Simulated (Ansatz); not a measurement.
# F3GeH3Si: the cost of one run

Computed with Ansatz 0.2.0. Level: RKS B3LYP-D4/def2-SVP.

**1. The system as given**

8 atoms, charge 0, spin multiplicity 1.

Atoms are counted from 1 here; the program's logs count them from 0.

Bond lengths: F1–Ge2 1.745 Å, Ge2–F3 1.745 Å, Ge2–F4 1.745 Å, Ge2–Si5 2.389 Å, Si5–H6 1.499 Å, Si5–H7 1.499 Å, Si5–H8 1.499 Å. Angles: F1–Ge2–F3 105.1°, F1–Ge2–F4 105.1°, F1–Ge2–Si5 113.6°, F3–Ge2–F4 105.1°, F3–Ge2–Si5 113.5°, F4–Ge2–Si5 113.5°, Ge2–Si5–H6 107.5°, Ge2–Si5–H7 107.1°, Ge2–Si5–H8 107.2°, H6–Si5–H7 111.6°, H6–Si5–H8 111.6°, H7–Si5–H8 111.6°.

Geometry (Å):

```xyz
8
F3GeH3Si
F     1.41236   -1.07757    1.63223
Ge    0.45864   -0.99574    0.17303
F    -0.71778   -2.27547    0.32762
F     1.53184   -1.51626   -1.10106
Si   -0.51341    1.15183   -0.21657
H    -1.40008    1.46302    0.95093
H     0.61439    2.13234   -0.32936
H    -1.29406    1.06065   -1.49272
```

**2. Relaxation**

input.yaml reads:

```yaml
crystal:
  periodic: [false, false, false]
  atoms:
    - { symbol: F, position_ang: [1.412359, -1.077568, 1.632227] }
    - { symbol: Ge, position_ang: [0.45864, -0.995741, 0.173035] }
    - { symbol: F, position_ang: [-0.717776, -2.275466, 0.327619] }
    - { symbol: F, position_ang: [1.531842, -1.516257, -1.101063] }
    - { symbol: Si, position_ang: [-0.513409, 1.151826, -0.216569] }
    - { symbol: H, position_ang: [-1.400084, 1.463017, 0.95093] }
    - { symbol: H, position_ang: [0.614392, 2.132344, -0.329363] }
    - { symbol: H, position_ang: [-1.294064, 1.060645, -1.492715] }
basis:
  gaussian: { orbitals: def2-SVP }
hamiltonian:
  xc: { name: B3LYP }
  dispersion: d4
output:
  forces: true
relax:
  f_tol: 0.003
  max_steps: 120
```

On the command line:

```
$ ansatz run input.yaml --threads 1 --pin off --max-ram 2560MiB --backend cpu --events-out ev --progress --plain --runs-dir out
```

What time and memory should one allow on 1 thread of Arm Neoverse V2, shared host?

About 31 s, with a peak of 0.25 GiB.
